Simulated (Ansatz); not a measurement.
**ClGaH3In: one species, many methods**

The task here is to estimate one member of a computed series from the others.

Computed with Ansatz 0.2.0, Gaussian basis. Level: functionals in def2-TZVPP, the program's frozen cores in correlated methods.

Levels to be run: LDA (SPW92), PBE-D4, revPBE-D4, BLYP-D4, r2SCAN-D4, B97M-V, PBE0-D4, B3LYP-D4, r2SCANh-D4, r2SCAN0-D4, HSE06-D4, BHLYP-D4, CAM-B3LYP-D4, LC-ωPBE, ωB97X-V, ωB97M-V, B2PLYP, PBE-QIDH; CCSD(T)/def2-SVP; CCSD(T)/def2-TZVPP; MP2/def2-QZVPP; extrapolation to the limit; RPA on PBE.

## The geometry

The geometry comes from an earlier relaxation with PBE0-D4 in a triple-zeta def2 set; it is a stationary point. In takes the def2 core potential; no spin-orbit term is included.

6 atoms, charge 0, spin multiplicity 1.

Atoms are counted from 1 here; the program's logs count them from 0.

Bond lengths: Cl1–In2 2.536 Å, Cl1–Ga3 2.582 Å, In2–Ga3 2.826 Å, In2–H4 1.690 Å, In2–H5 1.814 Å, In2–H6 1.813 Å. Angles: In2–Cl1–Ga3 67.0°, Cl1–In2–Ga3 57.3°, Cl1–In2–H4 115.2°, Cl1–In2–H5 86.3°, Cl1–In2–H6 86.3°, Ga3–In2–H4 172.5°, Ga3–In2–H5 50.5°, Ga3–In2–H6 50.6°, H4–In2–H5 132.3°, H4–In2–H6 132.4°, H5–In2–H6 88.4°, Cl1–Ga3–In2 55.7°.

The first run:

Input file in.yaml:

```yaml
crystal:
  periodic: [false, false, false]
  atoms:
    - {symbol: Cl, position_ang: [-1.869306, 0.072080, 0.742374]}
    - {symbol: In, position_ang: [0.256678, -0.686978, -0.413444]}
    - {symbol: Ga, position_ang: [0.014590, 1.834830, 0.838533]}
    - {symbol: H, position_ang: [0.191608, -2.229465, -1.100002]}
    - {symbol: H, position_ang: [0.312131, 0.972875, -1.142375]}
    - {symbol: H, position_ang: [1.136201, -0.027343, 1.028714]}
basis:
  gaussian: {orbitals: def2-TZVPP}
hamiltonian: {xc: lda}
output: {orbitals: {seedname: orbitals}}
```

The run is started by

```bash
$ ansatz run in.yaml --threads 2 --pin off --events-out ev --progress --plain --max-ram 4352MiB
```

Steps of the session up to this table: LDA; PBE-D4 (GGA); revPBE-D4 (GGA); BLYP-D4 (GGA); r2SCAN-D4 (meta-GGA); B97M-V (meta-GGA); PBE0-D4 (hybrid); B3LYP-D4 (hybrid); r2SCANh-D4 (hybrid); r2SCAN0-D4 (hybrid); HSE06-D4 (hybrid); BHLYP-D4 (hybrid); CAM-B3LYP-D4 (range-separated); LC-ωPBE (range-separated); ωB97X-V (range-separated); ωB97M-V (range-separated); B2PLYP (double hybrid); PBE-QIDH (double hybrid).

One of the session's tables, all rows but one given; the rest of the session is left out.

It belongs to the step «Frontier levels by functional». 

| functional | HOMO (eV) | LUMO (eV) | gap (eV) |
| --- | --- | --- | --- |
| LDA (SPW92) | -6.61 | -2.28 | 4.33 |
| PBE-D4 | -6.40 | -2.02 | 4.38 |
| revPBE-D4 | -6.32 | -1.91 | 4.41 |
| BLYP-D4 | -6.32 | -1.92 | 4.40 |
| r2SCAN-D4 | -6.63 | -1.87 | 4.76 |
| B97M-V | ? | ? | ? |
| PBE0-D4 | -7.30 | -1.32 | 5.98 |
| B3LYP-D4 | -7.21 | -1.52 | 5.69 |
| r2SCANh-D4 | -6.96 | -1.62 | 5.34 |
| r2SCAN0-D4 | -7.46 | -1.24 | 6.22 |
| HSE06-D4 | -6.91 | -1.68 | 5.23 |
| BHLYP-D4 | -8.14 | -0.58 | 7.57 |
| CAM-B3LYP-D4 | -8.56 | -0.43 | 8.13 |
| LC-ωPBE | -9.71 | 0.57 | 10.28 |
| ωB97X-V | -9.40 | 0.50 | 9.89 |
| ωB97M-V | -9.35 | 0.32 | 9.68 |

Estimate the missing values for B97M-V.

The run gave: HOMO (eV): -6.48; LUMO (eV): -1.86; gap (eV): 4.62. In the column «HOMO (eV)» it lies between LDA (SPW92) (-6.61) and PBE-D4 (-6.40).
